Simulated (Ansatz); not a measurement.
Sc3Hg, space group Pm-3m: an equation of state with a fit, run with Ansatz 0.2.0 through its Python package.

`sc3hg.py`
```python
"""Equation of state of Sc3Hg."""

import warnings

import ansatz as az
import numpy as np
from pymatgen.analysis.eos import EOS

vectors0 = np.array([
    [4.464651, 0.0, 0.0],
    [0.0, 4.464651, 0.0],
    [0.0, 0.0, 4.464651],
])
sites = [
    ("Sc", (0.0, 0.5, 0.5)),
    ("Sc", (0.5, 0.0, 0.5)),
    ("Sc", (0.5, 0.5, 0.0)),
    ("Hg", (0.0, 0.0, 0.0)),
]


def build(cell):
    crystal = az.Crystal(lattice=az.Lattice.of(cell))
    for symbol, position in sites:
        crystal = crystal.atom(symbol, position)
    return crystal

warnings.simplefilter("ignore", az.DeckWarning)

# scale the volume, keep shape and fractions
volumes, energies = [], []
for scale in np.linspace(0.95, 1.07, 5):
    cell = vectors0 * scale ** (1 / 3)
    calculation = (
        build(cell).calculation()
        .scf(tolerance=1e-08)
        .functional("r2SCAN", dispersion="d4")
        .occupations("fermi_dirac", width=0.05)
        .basis(600)
        .kpoints(5, 5, 5)
    )
    r = calculation.run(threads=1).report
    volumes.append(abs(np.linalg.det(cell)) / len(sites))
    energies.append(r["free_energy_ev"] / len(sites))
    print(f"V = {volumes[-1]:8.4f} A^3/atom  F = {energies[-1]:.5f} eV/atom")

for form in ["murnaghan", "birch_murnaghan", "pourier_tarantola"]:
    fit = EOS(eos_name=form).fit(volumes, energies)
    print(f"{form:18s} V0 {fit.v0:8.4f} A^3/atom  B0 {fit.b0_GPa:7.1f} GPa  B1 {fit.b1:5.2f}")
```

Where does the minimum lie against the volume typed, and how stiff is the crystal?

A third-order Birch-Murnaghan fit through the 5 points has its minimum at 21.89 Å³ an atom, 1.6 % below the typed cell, with a bulk modulus of 71 GPa and dB/dP = 4.0. From that minimum the energy rises by 6.1 meV an atom on the compressed side and 32.6 meV on the expanded side.

The run itself:

```console
$ python sc3hg.py
V =  21.1362 A^3/atom  F = -5062.76909 eV/atom
V =  21.8036 A^3/atom  F = -5062.77508 eV/atom
V =  22.4711 A^3/atom  F = -5062.77182 eV/atom
V =  23.1385 A^3/atom  F = -5062.76060 eV/atom
V =  23.8060 A^3/atom  F = -5062.74255 eV/atom
murnaghan          V0  21.8856 A^3/atom  B0    71.3 GPa  B1  4.07
birch_murnaghan    V0  21.8861 A^3/atom  B0    71.3 GPa  B1  3.97
pourier_tarantola  V0  21.8864 A^3/atom  B0    71.3 GPa  B1  3.90
```

What to keep in mind:
- Total energies depend on the potentials; only differences at equal settings carry meaning.
- No spin polarisation was allowed.
- Dispersion corrections can be off by several per cent in the lattices of metals, and by several GPa in the pressure at a fixed cell.
- For a metal this k-point mesh is coarse: on a finer one energies can move by several to tens of meV an atom and pressures by half a GPa or more, differences at one mesh by less.
- Spin-orbit coupling, which matters for elements this heavy, is left out.
- The structure comes from a database of computed cells and needn't be a stable or known phase.
- Hardware and time: 19 s on 1 thread of Intel(R) Xeon(R) Platinum 8488C (Sapphire Rapids) (shared host), peak memory 0.77 GiB.
